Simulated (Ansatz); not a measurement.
# GeH₃LiS (SMILES [Li][S][GeH3]): functionals against CCSD(T) at one geometry

An exercise on one series of results from a longer session: the logs are not shown, and one member is left open.

Program: Ansatz 0.2.0, Gaussian basis. Level of theory: single points in def2-TZVPP. These are calculated values, not measurements.

Cores are frozen in the correlated methods. Filled d shells of the heavier atoms are correlated. The outer core shell of Li, Na, Mg and K is correlated.

### Starting geometry

6 atoms, charge 0, spin multiplicity 1.

Atoms are counted from 1 here; the program's logs count them from 0.

Bond lengths: Li1–S2 2.193 Å, S2–Ge3 2.208 Å, Ge3–H4 1.608 Å, Ge3–H5 1.471 Å, Ge3–H6 1.587 Å. Angles: Li1–S2–Ge3 107.9°, S2–Ge3–H4 115.5°, S2–Ge3–H5 108.9°, S2–Ge3–H6 112.7°, H4–Ge3–H5 108.4°, H4–Ge3–H6 100.0°, H5–Ge3–H6 111.1°.

Coordinates:

```mol
GeH3LiS
  3D, bonds by distance, orders not assigned

  6  5  0  0  0  0  0  0  0  0999 V2000
    0.1567   -2.3986    1.5630 Li  0  0
    1.3148   -1.0546    0.2731 S   0  0
   -0.0141    0.5917   -0.3593 Ge  0  0
   -1.3601    0.1424   -1.1165 H   0  0
    0.7358    1.4965   -1.2442 H   0  0
   -0.6386    1.3802    0.8677 H   0  0
  1  2  8  0
  2  3  8  0
  3  4  8  0
  3  5  8  0
  3  6  8  0
M  END
```

Set-up of the first run:

run/in.yaml

```yaml
crystal:
  periodic: [false, false, false]
  atoms:
    - {symbol: Li, position_ang: [0.156700, -2.398600, 1.563000]}
    - {symbol: S, position_ang: [1.314800, -1.054600, 0.273100]}
    - {symbol: Ge, position_ang: [-0.014100, 0.591700, -0.359300]}
    - {symbol: H, position_ang: [-1.360100, 0.142400, -1.116500]}
    - {symbol: H, position_ang: [0.735800, 1.496500, -1.244200]}
    - {symbol: H, position_ang: [-0.638600, 1.380200, 0.867700]}
basis:
  gaussian: {orbitals: def2-TZVPP}
correlation: {method: ccsd_t}
output: {forces: true}
```

No record of the launch command was kept for these runs.

Among the steps run: CCSD(T)/def2-TZVPP; PBE0-D4/def2-TZVPP; wB97M-V/def2-TZVPP; r2SCAN-D4/def2-TZVPP; PBE-D4/def2-TZVPP; SPW92/def2-TZVPP; r2SCANh-D4/def2-TZVPP.

One of the session's tables, all rows but one given; the rest of the session is left out.

| method | RMS force component (eV/Å) | angle to CCSD(T) forces (°) | dipole (D) |
| --- | --- | --- | --- |
| CCSD(T) | 0.633 | reference | 7.17 |
| PBE0-D4 | 0.646 | 6.0 | 7.03 |
| wB97M-V | ? | ? | ? |
| r2SCAN-D4 | 0.629 | 3.7 | 7.11 |
| PBE-D4 | 0.632 | 11.7 | 6.86 |
| SPW92 | 0.641 | 10.1 | 6.86 |
| r2SCANh-D4 | 0.637 | 4.3 | 7.13 |

**Question.** Estimate the row for wB97M-V.

**Answer.** RMS force component (eV/Å): 0.641; angle to CCSD(T) forces (°): 2.1; dipole (D): 7.01.
